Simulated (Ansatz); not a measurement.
# Al: the cost of one run

Computed with Ansatz 0.2.0 (DFT r2SCAN, scalar-relativistic, plane waves, PAW, unless a step's input says otherwise).

2 further runs of the same task are left out: 2 set aside as unsound or not needed.

## 1. The system as given

The structure is hexagonal, space group P6_3/mmc (No. 194). The conventional cell has a = 2.822 Å, b = 2.822 Å, c = 9.262 Å, α = 90.00°, β = 90.00°, γ = 120.00°. Al (site symmetry -3m) has 12 Al at 2.82 to 2.83 Å as nearest neighbours. Al (site symmetry -6m2) is surrounded by 12 Al at 2.82 to 2.83 Å.

As a file:

```xyz
4
Lattice="2.8222 0.0000 0.0000 -1.4111 2.4441 0.0000 0.0000 0.0000 9.2621" Properties=species:S:1:pos:R:3 pbc="T T T"
Al    0.0000    0.0000    0.0000
Al    0.0000    1.6294    2.3155
Al    0.0000    0.0000    4.6310
Al    1.4111    0.8147    6.9465
```

It goes back to an entry of the Materials Project, which need not be the stable form.

It is the result of an earlier relaxation at this level (volume 15.97 Å³/atom; gap on the mesh: none (metal)).

Bulk energy on matching settings, from an earlier run: -540.3932 eV/atom.

## 2. The (001) slab

Planes are indexed in the bulk's conventional cell (P6_3/mmc (No. 194)), a = 2.822 Å, b = 2.822 Å, c = 9.262 Å, α = 90.00°, β = 90.00°, γ = 120.00°.

The slab is a (001) slab, 16.2 Å thick as cut, with 15 Å of vacuum; its outer planes are Al (top) and Al (bottom).

The slab as cut. Its planes from the bottom up:

```
plane  atoms per cell  height over the lowest (Å)
    1              Al                        0.00
    2              Al                        2.32
    3              Al                        4.63
    4              Al                        6.95
    5              Al                        9.26
    6              Al                       11.58
    7              Al                       13.89
    8              Al                       16.21
```

## 3. Single point on the unrelaxed (001) slab

A dipole layer in the vacuum cancels the field that periodic copies would set up if the slab's two faces differ.

input.yaml

```yaml
crystal:
  lattice:
    - [2.8221979706, 0.0, 0.0]
    - [-1.4110989853, 2.4440951371, 0.0]
    - [0.0, 0.0, 31.2086038337]
  atoms:
    - { symbol: Al, position: [0.3333333333, 0.6666666667, 0.2403183443] }
    - { symbol: Al, position: [0.0, 0.0, 0.314513103] }
    - { symbol: Al, position: [0.6666666667, 0.3333333333, 0.3887078618] }
    - { symbol: Al, position: [0.0, 0.0, 0.4629026206] }
    - { symbol: Al, position: [0.3333333333, 0.6666666667, 0.5370973794] }
    - { symbol: Al, position: [0.0, 0.0, 0.6112921382] }
    - { symbol: Al, position: [0.6666666667, 0.3333333333, 0.685486897] }
    - { symbol: Al, position: [0.0, 0.0, 0.7596816557] }
basis:
  ecutwfc: 500
kpoints:
  mp_grid: { grid: [12, 12, 1] }
hamiltonian:
  xc: r2scan
scf:
  occupations: { method: gaussian, width: 0.1 }
output:
  forces: true
  stress: true
  eigenvalues: true
efield:
  axis: 3
  dipole_correction: true
  ramp_width: 0.04
```

The run is started by

```sh
$ ansatz run input.yaml --threads 1 --pin off --max-ram 2560MiB --backend cpu --events-out ev --progress --plain --runs-dir out
```

What time and memory should one allow on 1 thread of Intel Xeon Platinum 8259CL at 2.50GHz (Skylake/Cascade Lake), shared host?

About 24 s, with a peak of 0.97 GiB.
